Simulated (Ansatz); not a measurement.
# TlPt: the cost of one run

Method: DFT r²SCAN, scalar-relativistic, plane waves, PAW, in Ansatz 0.2.0.

2 further runs of the same task are left out: 2 set aside as unsound or not needed.

### 1 The structure to begin with

Symmetry: P6/mmm, No. 191, hexagonal system. The conventional cell has a = 6.515 Å, b = 6.515 Å, c = 3.927 Å, α = 90.00°, β = 90.00°, γ = 120.00°. Around Tl (site symmetry mmm) lie 4 Pt at 2.72 Å. Pt (site symmetry 6/mmm) has 6 Tl at 3.26 Å as nearest neighbours. Pt (site symmetry -6m2) is surrounded by 6 Tl at 2.72 Å.

Coordinates:

```cif
data_structure
_symmetry_space_group_name_H-M 'P6/mmm'
_symmetry_Int_Tables_number 191
_cell_length_a 6.5146
_cell_length_b 6.5146
_cell_length_c 3.9265
_cell_angle_alpha 90.000
_cell_angle_beta 90.000
_cell_angle_gamma 120.000
_cell_volume 144.32
loop_
_atom_site_label
_atom_site_type_symbol
_atom_site_symmetry_multiplicity
_atom_site_Wyckoff_symbol
_atom_site_fract_x
_atom_site_fract_y
_atom_site_fract_z
_atom_site_occupancy
Tl1 Tl 3 f 0.50000 0.00000 0.00000 1
Pt1 Pt 1 a 0.00000 0.00000 0.00000 1
Pt2 Pt 2 d 0.33333 0.66667 0.50000 1
```

An earlier run at r²SCAN left this cell at 24.053 Å³/atom and 0.03 GPa (6×6×8 mesh).

The changes: atom 5 (Pt) moved 0.2 Å along y; strain e1 = +0.02, atoms carried along; all atoms moved at random (σ = 0.06 Å), cell strained at random (1 %).

### 2 Atom 5 (Pt) moved 0.2 Å along y

Input file input.yaml:

```yaml
crystal:
  lattice:
    - [6.5146327026, 0.0, 0.0]
    - [-3.2573163513, 5.6418374167, 0.0]
    - [0.0, 0.0, 3.9265257473]
  atoms:
    - { symbol: Tl, position: [0.5, 0.0, 0.0] }
    - { symbol: Tl, position: [0.5, 0.5, 0.0] }
    - { symbol: Tl, position: [0.0, 0.5, 0.0] }
    - { symbol: Pt, position: [0.0, 0.0, 0.0] }
    - { symbol: Pt, position: [0.3510580554, 0.7021161107, 0.5] }
    - { symbol: Pt, position: [0.6666666667, 0.3333333333, 0.5] }
basis:
  ecutwfc: 500
  ecutrho_ratio: 4
kpoints:
  mp_grid: { grid: [6, 6, 8] }
hamiltonian:
  xc: r2scan
scf:
  occupations: { method: gaussian, width: 0.05 }
output:
  forces: true
  stress: true
  eigenvalues: true
  write_density: true
  write_potential: true
  elf: true
  volumetric_format: npy
```

On the command line:

```console
$ ansatz run input.yaml --threads 4 --pin off --max-ram 7168MiB --backend cpu --events-out ev --progress --plain --runs-dir out
```

What time and memory should one allow on 4 threads of Arm Neoverse V2, shared host?

About 28 s, with a peak of 0.95 GiB.
